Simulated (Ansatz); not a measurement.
LiLaO3, space group Pm-3m, a test of the smearing width

Computed with Ansatz 0.2.0 through its Python package.

The script reads `lilao3.cif`:
```cif
data_LiLaO3
_cell_length_a 3.822632
_cell_length_b 3.822632
_cell_length_c 3.822632
_cell_angle_alpha 90.00000
_cell_angle_beta 90.00000
_cell_angle_gamma 90.00000
_symmetry_space_group_name_H-M 'P 1'
_symmetry_Int_Tables_number 1
loop_
_symmetry_equiv_pos_as_xyz
'x, y, z'
loop_
_atom_site_label
_atom_site_type_symbol
_atom_site_fract_x
_atom_site_fract_y
_atom_site_fract_z
Li1 Li    0.500000    0.500000    0.500000
La2 La    0.000000    0.000000    0.000000
O3 O    0.500000    0.500000    0.000000
O4 O    0.500000    0.000000    0.500000
O5 O    0.000000    0.500000    0.500000
```

Notebook, run cell by cell (the value of a cell's last expression is shown):

```python
import warnings

import ansatz
from ase.io import read
import matplotlib.pyplot as plt
```

```python
warnings.simplefilter("ignore", ansatz.DeckWarning)
```

```python
atoms = read("lilao3.cif")
crystal = ansatz.Crystal.from_ase(atoms)
```

```python
base = (
    crystal.calculation()
    .pseudopotentials("paw")
    .basis(510)
    .kpoints(density=3.1)
    .functional("PBEsol")
    .forces()
    .stress()
)
```

```python
rows = []
for value in [0.5, 0.3, 0.2, 0.1]:
    r = base.occupations("fermi_dirac", width=value).run().report
    rows.append((value, r["free_energy_ev"] / len(r["lattice"]["sites"]), r["n_iterations"], sum(r["stress_gpa"][i][i] for i in range(3)) / 3, max(abs(f) for row in r["forces_ev_ang"] for f in row), r["n_kpoints"]))
```

    

```python
print("  width (eV)   F/atom (eV)    iterations       P (GPa)  max component (eV/A)      k-points")
for row in rows:
    print(f"{str(row[0]):>12s}  {row[1]:12.5f}  {row[2]:12d}  {row[3]:12.3f}  {row[4]:20.4f}  {row[5]:12d}")
```

      width (eV)   F/atom (eV)    iterations       P (GPa)  max component (eV/A)      k-points
             0.5   -1610.07114             7        -5.255                0.0000            20
             0.3   -1609.91264             7        -6.448                0.0000            20
             0.2   -1609.84871             7        -7.067                0.0000            20
             0.1   -1609.79991             7        -7.729                0.0000            20

```python
# the last row is the reference
for row in rows[:-1]:
    shift = 1000 * (row[1] - rows[-1][1])
    print(f"{row[0]}: {shift:+.2f} meV/atom" + ("  (within 1 meV)" if abs(shift) < 1 else ""))
plt.figure(figsize=(4.5, 3))
plt.plot([str(row[0]) for row in rows], [1000 * (row[1] - rows[-1][1]) for row in rows], "o-")
plt.xlabel("width (eV)")
plt.ylabel("F - F(last) (meV/atom)")
plt.tight_layout()
plt.savefig("smear.png", dpi=100)
```

    0.5: -271.22 meV/atom
    0.3: -112.72 meV/atom
    0.2: -48.80 meV/atom

Going from 0.1 to 0.5 eV changes F by -271.2 meV an atom. The report's estimate for zero width moves by -71.3 meV, so the entropy term explains only part of the change. The pressure moves from -7.73 to -5.26 GPa.

Reading the output:
- The mesh is modest for a metal, so energies can be off by several to tens of meV an atom and pressures by half a GPa or more; differences at equal mesh fare better.
- A Fermi-Dirac width this large means warm electrons, whose thermal share enters the free energy.
- Forces vanish by symmetry here and test nothing.
- The narrowest width needs the finest mesh, so the last row is no converged reference.
- Pressure is positive in compression.
- At these settings the cell as given stands under about -5 GPa, so it isn't at this functional's equilibrium volume.
- This cell is a computed structure, which may not be the phase found in nature.
- It ran for 8.1 s on 1 thread of Arm Neoverse V2 (shared host), peak memory 0.5 GiB.

(Lines on the test bed's own set-up are left out of the output.)
